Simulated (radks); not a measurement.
# P⁺ in [He] 2s2 2p5 3s2 3p2 4p1: an all-electron calculation

One table from this session's results is given with a row withheld; the runs are named, their logs left out.

Method: scalar-relativistic Kohn-Sham, PBE, spin-polarised, spherical densities, finite nucleus; open shells are filled with parallel spins first. Code: radks (a radial shooting solver on a logarithmic mesh, Libxc functionals) version 1.

### The atom as given

| Quantity | Value |
| --- | --- |
| element | phosphorus (Z = 15) |
| charge | +1 |
| electrons | 14 |
| configuration | [He] 2s2 2p5 3s2 3p2 4p1 |
| nuclear rms radius | 3.1889 fm |

The outer shells:

P⁺
```
[He] core
2s [↑↓]
2p [↑↓][↑↓][↑ ]
3s [↑↓]
3p [↑ ][↑ ][  ]
4p [↑ ][  ][  ]
```

Set-up of the first run:

Settings of this run:

```text
Z 15
configuration [He] 2s2 2p5 3s2 3p2 4p1 4s0 3d0 5p0 4f0
relativity scalar-relativistic
functional pbe,pbe
spin polarised
nucleus finite rms 3.1889 fm
c 137.035999084
```

One of the session's tables, all rows but one given; the rest of the session is left out.

It belongs to the step «Shells». Sizes of the orbitals, from the radial functions (bohr):

| level | <r> | outermost maximum (interpolated) | 90 % within | nodes |
| --- | --- | --- | --- | --- |
| 1s up | 0.1036 | 0.0676 | 0.185 | 0 |
| 1s down | 0.1035 | 0.0676 | 0.185 | 0 |
| 2s up | 0.5059 | 0.412 | 0.791 | 1 |
| 2s down | 0.5080 | 0.414 | 0.794 | 1 |
| 2p up | 0.4648 | 0.345 | 0.771 | 0 |
| 2p down | 0.4680 | 0.347 | 0.777 | 0 |
| 3s up | 1.632 | 1.42 | 2.42 | 2 |
| 3s down | ? | ? | ? | ? |
| 3p up | 1.804 | 1.54 | 2.74 | 1 |
| 3p down | 1.853 | 1.55 | 2.84 | 1 |
| 3d up | 2.441 | 1.82 | 4.04 | 0 |
| 4s up | 4.486 | 4.15 | 6.44 | 3 |
| 3d down | 2.613 | 1.93 | 4.30 | 0 |
| 4p up | 5.211 | 4.79 | 7.49 | 2 |

Q: Estimate the row for 3s down from the others.

**Answer.** <r>: 1.652; outermost maximum (interpolated): 1.43; 90 % within: 2.47; nodes: 2. In the column «<r>» it lies between 3s up (1.632) and 3p up (1.804).
